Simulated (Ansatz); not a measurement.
What does this script print? It uses Ansatz 0.2.0, Python API.

Input file `POSCAR_scf3`:
```text
ScF3
1.0
   4.01245000    0.00000000    0.00000000
   0.00000000    4.01245000    0.00000000
   0.00000000    0.00000000    4.01245000
Sc F
1 3
Direct
   0.00000000    0.00000000    0.00000000
   0.50000000    0.00000000    0.00000000
   0.00000000    0.50000000    0.00000000
   0.00000000    0.00000000    0.50000000
```

`scf3.py`
```python
# -*- coding: utf-8 -*-
"""Wannier functions of the anion p bands of ScF3."""

from pathlib import Path
import warnings

import ansatz as az
from ase.io import read
import tomllib

warnings.simplefilter("ignore", az.DeckWarning)

atoms = read("POSCAR_scf3", format="vasp")
structure = az.Crystal.from_ase(atoms)

calc = (
    structure.calculation()
    .functional("r2scan")
    .kpoints(mesh=(5, 5, 5))
    .basis(21 * az.Ha)
    .occupations("fixed")
    .wannier(mesh=(3, 3, 3), projections=[az.TrialShell("F", "p")], minimise=True)
)
out = calc.run(threads=1, runs_dir="w90")
spreads = tomllib.loads(Path(out.output_folder, "results", "wannier.spreads.toml").read_text())
print("converged:", spreads["converged"], "in", spreads["n_iter"], "steps; least projectability", round(spreads["least_projectability"], 3))
print("invariant, diagonal, off-diagonal spread (A^2):", *(round(spreads[k], 4) for k in ("omega_i_ang2", "omega_d_ang2", "omega_od_ang2")))
for function in spreads["wannier"]:
    print("centre", [round(v, 3) for v in function["r"]], "spread", round(function["spread"], 4))
```

```console
$ python scf3.py
converged: True in 7 steps; least projectability 0.912
invariant, diagonal, off-diagonal spread (A^2): 5.5767 0.0 0.0118
centre [0.0, 2.006, 0.0] spread 0.5783
centre [2.006, 0.0, 0.0] spread 0.5783
centre [0.0, 0.0, 2.006] spread 0.5783
centre [2.006, -0.0, 0.0] spread 0.5783
centre [0.0, 0.0, 2.006] spread 0.5783
centre [-0.0, 2.006, -0.0] spread 0.5783
centre [0.0, 0.0, 2.006] spread 0.7062
centre [0.0, 2.006, -0.0] spread 0.7062
centre [2.006, -0.0, 0.0] spread 0.7062
```

Notes:
- The run is spin-unpolarised.
- The structure is a deposited one; some such entries were measured under pressure or heat, so a shift against it needn't be the functional's error alone.
- Hardware and time: 4.4 s on 1 thread of Arm Neoverse V2, with other jobs on the host, peak memory 0.51 GiB.

(A comment or docstring line of the script was reworded after the run, the code is as it ran; lines on the test bed's own set-up are left out of the output.)
